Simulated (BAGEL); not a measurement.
# C4H9Br (1-bromobutane): HF/STO-3G (density fitting with cc-pvqz-jkfit)

What is the energy change on altering one bond length of C4H9Br (1-bromobutane) at HF/STO-3G (density fitting with cc-pvqz-jkfit)? 

Program for the calculation: BAGEL 1.2.2.

8 further runs of the same task are left out: 4 that didn't finish, 4 set aside as unsound or not needed.

## 1. The structure to begin with

The species is C4H9Br (14 atoms), meant as a singlet with charge 0. SMILES: `CCCCBr`. The shape is that of a PBE0-D4/def2-TZVP optimisation. This is one conformer, not always the lowest.

Bond lengths: C1–C2 1.518 Å, C2–C3 1.519 Å, C3–C4 1.509 Å, C4–Br5 1.953 Å, C1–H6 1.094 Å, C1–H7 1.093 Å, C1–H8 1.092 Å, C2–H9 1.094 Å, C2–H10 1.096 Å, C3–H11 1.095 Å, C3–H12 1.099 Å, C4–H13 1.089 Å, C4–H14 1.088 Å. Some angles: C1–C2–C3 112.5°, C2–C3–C4 114.6°, C3–C4–Br5 112.5°, C1–C2–H9 109.9°, C1–C2–H10 109.8°, C3–C2–H9 109.1°, C3–C2–H10 109.1°, C2–C1–H6 111.4°, C2–C1–H7 111.1°, C2–C1–H8 111.4°.

## 2. A single-point energy at HF/STO-3G (density fitting with cc-pvqz-jkfit)

Input file input.json:

```json
{ "bagel" : [

{
  "title" : "molecule",
  "basis" : "sto-3g",
  "df_basis" : "cc-pvqz-jkfit",
  "angstrom" : true,
  "geometry" : [
    { "atom" : "C", "xyz" : [   -1.516500,    0.760050,    0.991960 ] },
    { "atom" : "C", "xyz" : [   -0.650650,    0.363290,   -0.190420 ] },
    { "atom" : "C", "xyz" : [    0.578470,   -0.424140,    0.228600 ] },
    { "atom" : "C", "xyz" : [    1.459110,   -0.870240,   -0.912380 ] },
    { "atom" : "Br", "xyz" : [    2.304120,    0.629030,   -1.836590 ] },
    { "atom" : "H", "xyz" : [   -1.867060,   -0.118230,    1.541580 ] },
    { "atom" : "H", "xyz" : [   -0.959630,    1.387090,    1.693700 ] },
    { "atom" : "H", "xyz" : [   -2.395290,    1.322980,    0.670930 ] },
    { "atom" : "H", "xyz" : [   -0.334750,    1.256960,   -0.736500 ] },
    { "atom" : "H", "xyz" : [   -1.237300,   -0.236170,   -0.896350 ] },
    { "atom" : "H", "xyz" : [    1.172270,    0.156930,    0.941720 ] },
    { "atom" : "H", "xyz" : [    0.263390,   -1.333560,    0.758370 ] },
    { "atom" : "H", "xyz" : [    0.898830,   -1.401790,   -1.680720 ] },
    { "atom" : "H", "xyz" : [    2.285010,   -1.492170,   -0.573910 ] }
  ]
},
{ "title" : "hf" },
{ "title" : "print", "file" : "orbitals.molden", "orbitals" : true }

]}
```

Launch:

```console
BAGEL_NUM_THREADS=1 BAGEL input.json > input.out
```

Log:

```text
* using 1 threads per process

  ===============================================================
  ===============================================================

  *** Geometry ***

  { "atom" : "C", "xyz" : [     -2.865770,      1.436286,      1.874533 ] },
  { "atom" : "C", "xyz" : [     -1.229550,      0.686519,     -0.359842 ] },
  { "atom" : "C", "xyz" : [      1.093150,     -0.801508,      0.431991 ] },
  { "atom" : "C", "xyz" : [      2.757318,     -1.644515,     -1.724148 ] },
  { "atom" : "Br", "xyz" : [      4.354156,      1.188694,     -3.470652 ] },
  { "atom" : "H", "xyz" : [     -3.528232,     -0.223422,      2.913164 ] },
  { "atom" : "H", "xyz" : [     -1.813438,      2.621220,      3.200629 ] },
  { "atom" : "H", "xyz" : [     -4.526442,      2.500070,      1.267874 ] },
  { "atom" : "H", "xyz" : [     -0.632586,      2.375310,     -1.391783 ] },
  { "atom" : "H", "xyz" : [     -2.338158,     -0.446297,     -1.693856 ] },
  { "atom" : "H", "xyz" : [      2.215269,      0.296555,      1.779593 ] },
  { "atom" : "H", "xyz" : [      0.497735,     -2.520063,      1.433112 ] },
  { "atom" : "H", "xyz" : [      1.698543,     -2.648999,     -3.176100 ] },
  { "atom" : "H", "xyz" : [      4.318043,     -2.819793,     -1.084533 ] },

  Number of auxiliary basis functions:     1101

  Since a DF basis is specified, we compute 2- and 3-index integrals:
    o Being stored without compression. Storage requirement is 0.019 GB

  Number of basis functions:       47
  Number of electrons      :       68

    * METHOD: MOLECULE                             1.63

  *** RHF ***

  === Nuclear Repulsion ===
   322.5928300980

      * DIIS with orbital gradients will be used.

  === RHF iteration (sto-3g) ===
      0      -2699.47966621          0.00806434           0.19
      1      -2699.54046237          0.00257172           0.18
      2      -2699.54526931          0.00057382           0.18
      3      -2699.54565738          0.00005587           0.18
      4      -2699.54566053          0.00001693           0.18
      5      -2699.54566091          0.00000292           0.18
      6      -2699.54566093          0.00000054           0.18
      7      -2699.54566093          0.00000008           0.18
      8      -2699.54566093          0.00000002           0.18
      9      -2699.54566093          0.00000001           0.18
    * SCF iteration converged.

    * Permanent dipole moment:
           (    0.372415,     0.515670,    -0.390890) a.u.

    * METHOD: HF                                   2.19

    * METHOD: PRINT                                0.01

  ===============================================================
```

It took 4.2 s on 1 thread of Arm Neoverse V1, shared host; peak memory 0.16 GiB.

## 3. The distorted shape

Input file input.json:

```json
{ "bagel" : [

{
  "title" : "molecule",
  "basis" : "sto-3g",
  "df_basis" : "cc-pvqz-jkfit",
  "angstrom" : true,
  "geometry" : [
    { "atom" : "C", "xyz" : [      -1.077132,       0.478603,       1.152465 ] },
    { "atom" : "C", "xyz" : [      -0.211282,       0.081843,      -0.029915 ] },
    { "atom" : "C", "xyz" : [       1.017838,      -0.705587,       0.389105 ] },
    { "atom" : "C", "xyz" : [       1.898478,      -1.151687,      -0.751875 ] },
    { "atom" : "Br", "xyz" : [       2.743488,       0.347583,      -1.676085 ] },
    { "atom" : "H", "xyz" : [      -1.427692,      -0.399677,       1.702085 ] },
    { "atom" : "H", "xyz" : [      -0.520262,       1.105643,       1.854205 ] },
    { "atom" : "H", "xyz" : [      -2.395290,       1.322980,       0.670930 ] },
    { "atom" : "H", "xyz" : [       0.104618,       0.975513,      -0.575995 ] },
    { "atom" : "H", "xyz" : [      -0.797932,      -0.517617,      -0.735845 ] },
    { "atom" : "H", "xyz" : [       1.611638,      -0.124517,       1.102225 ] },
    { "atom" : "H", "xyz" : [       0.702758,      -1.615007,       0.918875 ] },
    { "atom" : "H", "xyz" : [       1.338198,      -1.683237,      -1.520215 ] },
    { "atom" : "H", "xyz" : [       2.724378,      -1.773617,      -0.413405 ] }
  ]
},

{ "title" : "hf" },

{ "title" : "print", "file" : "orbitals.molden", "orbitals" : true }

]}
```

Launch:

```console
BAGEL_NUM_THREADS=1 BAGEL input.json > input.out
```

Log:

```text
* using 1 threads per process

  ===============================================================
  ===============================================================

  *** Geometry ***

  { "atom" : "C", "xyz" : [     -2.035484,      0.904429,      2.177843 ] },
  { "atom" : "C", "xyz" : [     -0.399265,      0.154661,     -0.056531 ] },
  { "atom" : "C", "xyz" : [      1.923435,     -1.333366,      0.735302 ] },
  { "atom" : "C", "xyz" : [      3.587603,     -2.176373,     -1.420838 ] },
  { "atom" : "Br", "xyz" : [      5.184441,      0.656837,     -3.167342 ] },
  { "atom" : "H", "xyz" : [     -2.697947,     -0.755280,      3.216474 ] },
  { "atom" : "H", "xyz" : [     -0.983153,      2.089362,      3.503940 ] },
  { "atom" : "H", "xyz" : [     -4.526442,      2.500070,      1.267874 ] },
  { "atom" : "H", "xyz" : [      0.197699,      1.843452,     -1.088473 ] },
  { "atom" : "H", "xyz" : [     -1.507873,     -0.978154,     -1.390546 ] },
  { "atom" : "H", "xyz" : [      3.045554,     -0.235303,      2.082903 ] },
  { "atom" : "H", "xyz" : [      1.328020,     -3.051921,      1.736422 ] },
  { "atom" : "H", "xyz" : [      2.528828,     -3.180857,     -2.872790 ] },
  { "atom" : "H", "xyz" : [      5.148328,     -3.351650,     -0.781222 ] },

  Number of auxiliary basis functions:     1101

  Since a DF basis is specified, we compute 2- and 3-index integrals:
    o Being stored without compression. Storage requirement is 0.019 GB

  Number of basis functions:       47
  Number of electrons      :       68

    * METHOD: MOLECULE                             1.63

  *** RHF ***

  === Nuclear Repulsion ===
   320.7637798246

      * DIIS with orbital gradients will be used.

  === RHF iteration (sto-3g) ===
      0      -2699.34418470          0.00894866           0.20
      1      -2699.41504712          0.00291174           0.20
      2      -2699.42100598          0.00062840           0.19
      3      -2699.42145168          0.00005589           0.19
      4      -2699.42145466          0.00001665           0.19
      5      -2699.42145499          0.00000367           0.19
      6      -2699.42145501          0.00000080           0.19
      7      -2699.42145501          0.00000023           0.20
      8      -2699.42145501          0.00000003           0.20
      9      -2699.42145501          0.00000001           0.20
    * SCF iteration converged.

    * Permanent dipole moment:
           (    0.241077,     0.590733,    -0.402247) a.u.

    * METHOD: HF                                   2.30

    * METHOD: PRINT                                0.01

  ===============================================================
```

It took 4.2 s on 1 thread of Arm Neoverse V1, shared host; peak memory 0.16 GiB.

## 4. Outcome

Level: HF/STO-3G (density fitting with cc-pvqz-jkfit).

```
                                                         quantity           value
                                        first shape: total energy  -2699.54566 Eh
                                       first shape: dipole moment          1.90 D
                                         first shape: HOMO energy        -8.15 eV
                                         first shape: LUMO energy         9.63 eV
                                       first shape: HOMO–LUMO gap        17.78 eV
                                    distorted shape: total energy  -2699.42146 Eh
                                   distorted shape: dipole moment          1.92 D
                                     distorted shape: HOMO energy        -8.19 eV
                                     distorted shape: LUMO energy         8.89 eV
                                   distorted shape: HOMO–LUMO gap        17.07 eV
energy change with the C1–H8 bond stretched from 1.092 to 1.638 Å        3.380 eV
```

With the C1–H8 bond stretched from 1.092 to 1.638 Å the energy rises by 3.38 eV (326 kJ/mol). The first shape isn't relaxed at this level, so the change isn't measured from a minimum. The minimal basis adds a large error of its own.
